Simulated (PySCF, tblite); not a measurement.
# C6H11O radical: geometry, infrared bands and EPR parameters

What infrared bands and EPR parameters should C6H11O radical (`[CH2]CC(=C)[C@@H](C)O`) show?

Programs: tblite 0.8.0 and PySCF 2.14.0, with density-fitted response routines of our own. Each step states its level of theory. These are calculated values for one molecule in the gas phase, unless marked as measured. Atoms count from 0, in the outputs and in this text.

## Step 1: The starting structure

18 atoms, charge 0, multiplicity 2; geometry from: force field or distance geometry start.

Bonds of the start (Å): C0–C1 1.51, C1–C2 1.48, C2–C3 1.32, C2–C4 1.49, C4–C5 1.49, C4–O6 1.36, C0–H7 1.13, C0–H8 1.10, C1–H9 1.13, C1–H10 1.10, C3–H11 1.08, C3–H12 1.09, C4–H13 1.13, C5–H14 1.10, C5–H15 1.10, C5–H16 1.11, O6–H17 0.96.

## Step 2: Geometry optimisation with GFN2-xTB

The job: settings as JSON, then the geometry in Å.

```
{"job": {"kind": "relax", "xc": "GFN2-xTB", "basis": "xTB"}, "charge": 0, "multiplicity": 2}
C     -1.549300     1.030200     1.164400
C     -1.370000     0.280600    -0.138300
C     -0.302100    -0.746400    -0.099300
C     -0.627800    -2.004100    -0.351600
C      1.109600    -0.371100     0.198100
C      1.578300     0.600000    -0.835400
O      1.274100    -0.018800     1.500000
H     -2.539200     1.573700     1.066900
H     -0.807100     1.836600     1.303500
H     -2.338300    -0.279100    -0.284400
H     -1.248600     0.935600    -1.012000
H     -1.659600    -2.267200    -0.550900
H      0.177200    -2.731800    -0.304200
H      1.690600    -1.321600     0.012900
H      1.367800     0.189300    -1.838400
H      2.648500     0.855200    -0.753900
H      1.039300     1.566600    -0.791000
H      1.547800     0.878800     1.701900
```

Command:

```sh
$ OMP_NUM_THREADS=1 python probes_run.py task.json out
```

One launch serves the whole session: the jobs run in the order shown.

**Question.** This job is followed by: GFN2-xTB harmonic vibrations, gas phase; UKS B3LYP, pcH-1 on C H O, non-relativistic, mean-field spin-orbit, GIAO. Predict these results of the whole session: strongest single infrared mode (GFN2-xTB); zero-point energy (GFN2-xTB); g(iso) (B3LYP); ⟨S²⟩; largest a(iso) (averaged by class); potential on the surface of density 0.002 e/bohr³, 1st and 99th percentile.

The runs gave:

```
                                                                  quantity                  value
                                 strongest single infrared mode (GFN2-xTB)  1343 cm⁻¹, 119 km/mol
                                              zero-point energy (GFN2-xTB)          94.3 kcal/mol
                                                            g(iso) (B3LYP)                2.00301
                                                                      ⟨S²⟩     0.754 (exact 0.75)
                                        largest a(iso) (averaged by class)   13C on C0, 128.4 MHz
potential on the surface of density 0.002 e/bohr³, 1st and 99th percentile     -1.75 V and 0.93 V
```

What this shows: The optimisation took 164 steps and gained 1.075 eV; among the close pairs (by a distance rule), O6–H17 changed most, from 0.960 to 1.029 Å. All 48 modes are real, so the xTB geometry is a minimum. The strongest single mode, at 1343 cm⁻¹, moves mainly H17 and H13. GFN2-xTB is a fitted tight-binding method: band positions and strengths are rough. Its intensities can rank the bands wrongly. Most of the unpaired spin sits on C0 (0.88 e). The isotropic g lies 0.7 ppt above the free-electron value.
